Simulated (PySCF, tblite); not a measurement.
# CH12B2O2P2Si: geometry, infrared bands and NMR shifts

What infrared bands and NMR shifts should CH12B2O2P2Si (`CO[B@H-]1[PH2+][B@@H-](O[SiH3])[PH2+]1`) show?

Programs: tblite 0.8.0 and PySCF 2.14.0, with density-fitted response routines of our own. Each step states its level of theory. These are calculated values for one molecule in the gas phase, unless marked as measured. Atoms count from 0, in the outputs and in this text.

## 1. The molecule as given

20 atoms, charge 0, multiplicity 1; geometry from: force field or distance geometry start.

Bonds of the start (Å): C0–O1 1.40, O1–B2 1.49, B2–P3 1.90, P3–B4 1.90, B4–O5 1.48, O5–Si6 1.73, B4–P7 1.89, P7–B2 1.90, C0–H8 1.11, C0–H9 1.12, C0–H10 1.12, B2–H11 1.20, P3–H12 1.39, P3–H13 1.41, B4–H14 1.21, Si6–H15 1.49, Si6–H16 1.47, Si6–H17 1.48, P7–H18 1.41, P7–H19 1.41.

## 2. Geometry optimisation with GFN2-xTB

The job: settings as JSON, then the geometry in Å.

```
{"job": {"kind": "relax", "xc": "GFN2-xTB", "basis": "xTB"}, "charge": 0, "multiplicity": 1}
C     -3.186500    -0.499000     0.826900
O     -2.136800    -0.804700    -0.052000
B     -1.322700     0.409300    -0.326400
P     -0.277300     0.148900    -1.886300
B      1.126400     0.339200    -0.615100
O      1.890000    -0.925700    -0.534500
Si     3.407400    -0.606700     0.240000
P      0.075900     0.618200     0.936100
H     -3.738100    -1.435000     1.063400
H     -2.833400    -0.078800     1.797700
H     -3.922900     0.197600     0.345600
H     -1.989000     1.404900    -0.436300
H     -0.359300     1.210600    -2.781200
H     -0.372400    -1.164300    -2.398800
H      1.778600     1.311700    -0.900400
H      3.179800    -0.033300     1.591800
H      4.207900     0.321200    -0.568000
H      4.144900    -1.877600     0.389700
H      0.169200     1.923800     1.449300
H      0.153300    -0.449600     1.855500
```

Command:

```bash
$ OMP_NUM_THREADS=1 python probes_run.py task.json out
```

The driver reads the jobs from task.json and runs them one after another.

**Question.** This job is followed by: GFN2-xTB harmonic vibrations, gas phase; GIAO PBE0/pcSseg-1 NMR shielding, non-relativistic, gas phase. Predict these results of the whole session: strongest single infrared mode (GFN2-xTB); zero-point energy (GFN2-xTB); 13C shifts against TMS (PBE0/pcSseg-1); 1H shifts against TMS (PBE0/pcSseg-1, means over atoms taken as alike); 17O shifts against H2O (PBE0/pcSseg-1); 11B shifts against BF3·OEt2 (PBE0/pcSseg-1); 31P shifts against H3PO4 (PBE0/pcSseg-1, means over atoms taken as alike); 29Si shifts against TMS (PBE0/pcSseg-1).

The runs gave:

```
                                                                 quantity                                   value
                                strongest single infrared mode (GFN2-xTB)                   1199 cm⁻¹, 671 km/mol
                                             zero-point energy (GFN2-xTB)                           81.1 kcal/mol
                                   13C shifts against TMS (PBE0/pcSseg-1)                                59.5 ppm
   1H shifts against TMS (PBE0/pcSseg-1, means over atoms taken as alike)  5.01, 4.32, 4.21, 3.84, 3.58, 3.18 ppm
                                   17O shifts against H2O (PBE0/pcSseg-1)                          38.3, 25.4 ppm
                              11B shifts against BF3·OEt2 (PBE0/pcSseg-1)                         -8.5, -16.0 ppm
31P shifts against H3PO4 (PBE0/pcSseg-1, means over atoms taken as alike)                              -153.7 ppm
                                  29Si shifts against TMS (PBE0/pcSseg-1)                               -50.8 ppm
```

In words: Over 183 steps the energy fell by 1.568 eV; of the close pairs, B2–P7 changed most, 1.896 to 2.103 Å. All 54 modes are real, so the xTB geometry is a minimum. The strongest single mode, at 1199 cm⁻¹, moves mainly O5. GFN2-xTB is a fitted tight-binding method: band positions and strengths are rough. Its intensities can rank the bands wrongly. At PBE0/pcSseg-1: The largest span, 182 ppm, is at O5, where the paramagnetic term is -83 ppm.
